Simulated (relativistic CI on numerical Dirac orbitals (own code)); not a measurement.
**Hf LIX (Hf⁵⁸⁺): levels and lines**

What are the lowest levels and the strongest lines of Hf⁵⁸⁺? One CI run answers it; further runs change one setting each.

Program: relativistic CI on numerical Dirac orbitals (own code) version 2. Level of theory: Dirac-Coulomb-Breit CI, KLI orbitals optimised for each configuration, model QED (radiative potential, 1s self-energy scaled to tabulated hydrogen-like ionisation energies). These are calculated values, not measurements, unless marked.

## Step 1: What is computed

| Item | Value |
| --- | --- |
| ion | Hf⁵⁸⁺ (Hf LIX) |
| nuclear charge | 72 |
| electrons | 14 |
| isotope | A = 180 |
| first configuration typed | [Ne] 3s2 3p2 |

The outer shells:

first configuration typed
```
[Ne] core
3s [↑↓]
3p [↑ ][↑ ][  ]
```

## Step 2: Base run

Settings of the run:

```ini
atom Hf  Z=72  charge=58  electrons=14
nucleus A=180  rms_radius_fm=5.3470
hamiltonian dirac-coulomb  breit=on  qed=on  c_scale=1
orbitals kli  potential=per-configuration
slater_scale 1
correlation none
mixing on
configurations
  [Ne] 3s2 3p2
  [Ne] 3s2 3p 3d
  [Ne] 3s 3p3
  [Ne] 3s2 3d2
  [Ne] 3p4
  [Ne] 3s 3p2 3d
  [Ne] 3p2 3d2
  [Ne] 3s 3p 3d2
  [Ne] 3p3 3d
  [Ne] 3s2 3d 4s
  [Ne] 3s2 3d 4p
  [Ne] 3s 3p 3d 4s
  [Ne] 3p3 4s
  [Ne] 3s2 3p 4s
  [Ne] 3s 3p 3d 4p
  [Ne] 3p3 4p
end
```

## Step 3: Slater integrals scaled by 0.9

Settings: those of step 2 with these lines changed.

```diff
@@ -4,3 +4,3 @@
 orbitals kli  potential=per-configuration
-slater_scale 1
+slater_scale 0.9
 correlation none
```

## Step 4: The first 3 configurations alone

Settings of the run:

```ini
atom Hf  Z=72  charge=58  electrons=14
nucleus A=180  rms_radius_fm=5.3470
hamiltonian dirac-coulomb  breit=on  qed=on  c_scale=1
orbitals kli  potential=per-configuration
slater_scale 1
correlation none
mixing on
configurations
  [Ne] 3s2 3p2
  [Ne] 3s2 3p 3d
  [Ne] 3s 3p3
end
```

## Step 5: One common potential

Settings of the run:

```ini
atom Hf  Z=72  charge=58  electrons=14
nucleus A=180  rms_radius_fm=5.3470
hamiltonian dirac-coulomb  breit=on  qed=on  c_scale=1
orbitals kli  potential=mean
slater_scale 1
correlation none
mixing on
configurations
  [Ne] 3s2 3p2
  [Ne] 3s2 3p 3d
  [Ne] 3s 3p3
  [Ne] 3s2 3d2
  [Ne] 3p4
  [Ne] 3s 3p2 3d
  [Ne] 3p2 3d2
  [Ne] 3s 3p 3d2
  [Ne] 3p3 3d
  [Ne] 3s2 3d 4s
  [Ne] 3s2 3d 4p
  [Ne] 3s 3p 3d 4s
  [Ne] 3p3 4s
  [Ne] 3s2 3p 4s
  [Ne] 3s 3p 3d 4p
  [Ne] 3p3 4p
end
```

(Steps that only read results are left out.)

What does the calculation give? Wanted: lowest level; first excitation; lowest level of the other parity; fastest E1 line; ionisation energy.

**Answer**, as computed:

| run | time | mean size of shift, levels followed (cm⁻¹) | lowest level | ionisation energy (eV) |
| --- | --- | --- | --- | --- |
| main run | 1.7 s | 0 | 3p2 [3p1/2^2] J=0 | 6148.1 |
| Slater integrals scaled by 0.9 | 1.7 s | 9338 | 3p2 [3p1/2^2] J=0 | 6148.6 |
| the first 3 configurations alone | 0.22 s | 11836 | 3p2 [3p1/2^2] J=0 | - |
| one common potential | 1.2 s | 683 | 3p2 [3p1/2^2] J=0 | - |

The tabulated theoretical ionisation energy (NIST) is 6149 eV.

| quantity | value |
| --- | --- |
| lowest level | 3p2 [3p1/2^2] J=0 |
| first excitation | 3p2 3P1, 304.06 eV |
| lowest level of the other parity | 3s 3p3 [3s 3p3/2] J=2°, 465.41 eV |
| levels in the model | 570 |
| fastest E1 line (by rate) to the lowest level among the lowest 200 of 570 levels | 2.214 nm, from 3p 3d [3p1/2 3d3/2] J=1° |
| ionisation energy | 6148.1 eV |
| ionisation energy, tabulated theoretical (NIST) | 6149 eV |

In words: The lowest level is 3p2 [3p1/2^2] J=0, 69 % pure in LS and 99 % in jj coupling; over the low levels the means are 54 and 96 %, so jj coupling describes them better. The ionisation energy agrees with the tabulated theoretical value within its uncertainty of 6 eV. The largest mover is «the first 3 configurations alone» (11836 cm⁻¹ on average). Lifetimes count radiative decay inside the model alone.
